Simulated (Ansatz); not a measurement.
**MgO (Fm-3m): zero-pressure volume and bulk modulus with revPBE**

An exercise on one series of results from a longer session: the logs are not shown, and one member is left open.

The COD cell was measured well above room temperature, so it is larger than a cold one.

Method: DFT revPBE, scalar-relativistic, plane waves, PAW, in Ansatz 0.2.0.

### The structure to begin with

It takes space group Fm-3m (No. 225, cubic). Conventional cell: a = 4.270 Å, b = 4.270 Å, c = 4.270 Å, α = 90.00°, β = 90.00°, γ = 90.00°. Around Mg (site symmetry m-3m) lie 6 O at 2.14 Å. O (site symmetry m-3m) is surrounded by 6 Mg at 2.14 Å.

As a file:

```
Mg O
1.0
     0.00000    2.13515    2.13515
     2.13515    0.00000    2.13515
     2.13515    2.13515    0.00000
Mg O
1 1
Cartesian
  0.0000 0.0000 0.0000
  2.1351 2.1351 2.1351
```

An earlier run on this cell at PBE gave -1.69 GPa at 9.734 Å³/atom (10×10×10 mesh), mesh gap 4.35 eV.

The first run:

Input file input.yaml:

```yaml
crystal:
  lattice:
    - [0.0, 2.135149143, 2.135149143]
    - [2.135149143, 0.0, 2.135149143]
    - [2.135149143, 2.135149143, 0.0]
  atoms:
    - { symbol: Mg, position: [0.0, 0.0, 0.0] }
    - { symbol: O, position: [0.5, 0.5, 0.5] }
basis:
  ecutwfc: 420
  ecutrho_ratio: 4
kpoints:
  mp_grid: { grid: [10, 10, 10] }
hamiltonian:
  xc: revpbe
scf:
  occupations: { method: gaussian, width: 0.05 }
output:
  forces: true
  stress: true
  eigenvalues: true
```

On the command line:

```bash
> ansatz run input.yaml --threads 4 --pin off --max-ram 8192MiB --backend cpu --events-out ev --progress --plain --runs-dir out
```

Steps of the session up to this table: At the given cell; Stepping to 9.856 Å³/atom; Volume × 0.98 of the new zero; Volume × 1.02 of the new zero; Volume × 0.96 of the new zero; Volume × 1.04 of the new zero.

One table of the session follows, with a row left open; its other results are not shown here.

It belongs to the step «Energy and pressure against volume». 

| volume (Å³/atom) | energy (meV/atom) | pressure (GPa) |
| --- | --- | --- |
| 9.462 | 7.64 | 6.32 |
| 9.659 | ? | ? |
| 9.856 | 0.00 | 0.08 |
| 10.054 | 1.63 | -2.60 |
| 10.251 | 6.25 | -5.01 |

Q: Estimate the row for volume (Å³/atom) = 9.659 from the others.

Worked estimate for «energy (meV/atom)». A straight line through the neighbours (9.462, 7.64) and (9.856, 0.00) gives 7.64 + (0.00 − 7.64) × (9.659 − 9.462) / (9.856 − 9.462) = 3.82; a parabola fitted to 3 rows on both sides gives 2.01.

As computed: energy (meV/atom): 1.89; pressure (GPa): 3.05. In «energy (meV/atom)» the line misses by +1.93 and the parabola by +0.12.
